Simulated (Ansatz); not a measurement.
Working through the interaction energy of a dimer with the counterpoise correction of BFH3N, SMILES NBF

With the Python package of Ansatz (0.2.0).

Typed at the interpreter:
```pycon
>>> from dataclasses import dataclass
>>> import ansatz as az
>>> @dataclass(frozen=True)
... class RunConfig:
...     basis_set: str = "def2-SVPD"
...     functional: str = "r2scan"
...
>>> opts = RunConfig()
>>> FIRST = [
...     ("N", (-0.6786, 0.2052, -0.4558)),
...     ("B", (0.3654, -0.0857, 0.5305)),
...     ("F", (0.1563, 0.231, 1.916)),
...     ("H", (-0.9133, -0.6322, -0.9464)),
...     ("H", (-0.2987, 0.8628, -1.2098)),
...     ("H", (1.3689, -0.5809, 0.1655)),
... ]
>>> SECOND = [
...     ("N", (2.4253, -2.1356, -2.8464)),
...     ("B", (2.4757, -0.7811, -2.2896)),
...     ("F", (3.335, -0.4913, -1.1754)),
...     ("H", (2.6358, -2.1008, -3.8218)),
...     ("H", (1.426, -2.5154, -2.7988)),
...     ("H", (1.8036, 0.0562, -2.7719)),
... ]
>>> def energy(atoms, ghosts=()):
...     molecule = az.Crystal.molecule()
...     for symbol, xyz in atoms:
...         molecule = molecule.atom(symbol, xyz)
...     calc = (
...         molecule.calculation()
...         .basis(gaussian=opts.basis_set)
...         .functional(opts.functional)
...     )
...     deck = calc.input()
...     if ghosts:
...         deck = deck.set(az.key.basis.gaussian.ghost_atoms, [{"symbol": s, "position_ang": list(xyz)} for s, xyz in ghosts])
...     return az.Session.from_dict(deck).plan().execute().report["free_energy_ev"]
...
>>> both = energy(FIRST + SECOND)
>>> alone = energy(FIRST) + energy(SECOND)
>>> ghosted = energy(FIRST, SECOND) + energy(SECOND, FIRST)
>>> print(f"dimer {both:.6f} eV")
dimer -9855.047002 eV
>>> print(f"interaction, uncorrected   {(both - alone):8.3f} eV")
interaction, uncorrected      0.004 eV
>>> print(f"interaction, counterpoise  {(both - ghosted):8.3f} eV")
interaction, counterpoise     0.039 eV
>>> print(f"basis-set superposition    {(alone - ghosted):8.3f} eV")
basis-set superposition       0.035 eV
```

Uncorrected it is 0.004 eV, with the counterpoise correction 0.039 eV; the difference, 0.04 eV, is the superposition error. In this basis both values are repulsive.

Total energies depend on the basis set; only differences at equal settings carry meaning. The dimer is a generated trial pose of unrelaxed monomers, not a minimum, so the figure is no binding energy, and the basis set is small. This level lacks the dispersion part of the attraction (electrostatics and induction are there), which can decide the sign where the interaction is weak. Run time: 55 s on 1 thread of Arm Neoverse N1, on a shared host, peak memory 0.28 GiB.
